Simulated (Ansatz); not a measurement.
# C2H2BClF: the cost of one run

Method: RKS PBE0-D4/def2-SVPD; program: Ansatz 0.2.0.

**1. The system as given**

SMILES `BC#CF`, 6 atoms, charge 0, spin multiplicity 1.

Atoms are counted from 1 here; the program's logs count them from 0.

Bond lengths: B1–C2 1.502 Å, B1–H5 1.212 Å, B1–H6 1.212 Å, C2–C3 1.232 Å, C3–F4 1.279 Å. Angles: C2–B1–H5 120.1°, C2–B1–H6 120.2°, H5–B1–H6 119.7°, B1–C2–C3 179.8°, C2–C3–F4 179.9°.

As a file:

```xyz
6
charge 0, multiplicity 1
B    -0.6697    0.9058   -0.3218
C     0.1866   -0.2563    0.0918
C     0.8919   -1.2080    0.4289
F     1.6237   -2.1962    0.7805
H    -1.0971    0.9744   -1.4542
H    -0.9354    1.7803    0.4747
```

This geometry comes from a loose relaxation at PBE in a small basis, which is not shown.

**4. Setting up the map**

The probe is moved over the molecule's main plane (x and y are the axes of that plane, centred on the molecule).

First coordinate, x of the probe's Cl atom: 13 values from −5.22 Å. Second coordinate, y of the probe's Cl atom: 11 values from −4.35 Å.

Nothing else is relaxed (molecule and probe rigid). Energies count from molecule and probe far apart, each relaxed in its own basis (no counterpoise correction). Points are written as (first, second).

The probe Cl- moves over a plane: the molecule's main plane. The molecule is turned into the frame of its main axes, as the inputs below show.

(The set-up runs are not shown.)

**5. Grid point (0.00 Å, 2.61 Å)**

Input file input.yaml:

```yaml
crystal:
  periodic: [false, false, false]
  atoms:
    - { symbol: B, position_ang: [2.052903, -1.7e-05, 2.3e-05] }
    - { symbol: C, position_ang: [0.549014, 4.1e-05, -3.9e-05] }
    - { symbol: C, position_ang: [-0.667834, -2.7e-05, 5.0e-06] }
    - { symbol: F, position_ang: [-1.934083, 3.0e-06, 1.2e-05] }
    - { symbol: H, position_ang: [2.655899, -1.042447, -0.000939] }
    - { symbol: H, position_ang: [2.656005, 1.042352, 0.001021] }
    - { symbol: Cl, position_ang: [0.0, 2.61, 0.0] }
total_charge: -1
basis:
  gaussian: { orbitals: def2-SVPD }
hamiltonian:
  xc: pbe0
  dispersion: d4
output:
  forces: true
```

The run is started by

```console
> ansatz run input.yaml --threads 1 --pin off --max-ram 2560MiB --backend cpu --events-out ev --progress --plain --runs-dir out
```

What time and memory should one allow on 1 thread of Arm Neoverse V2, shared host?

About 4.9 s, with a peak of 0.25 GiB.
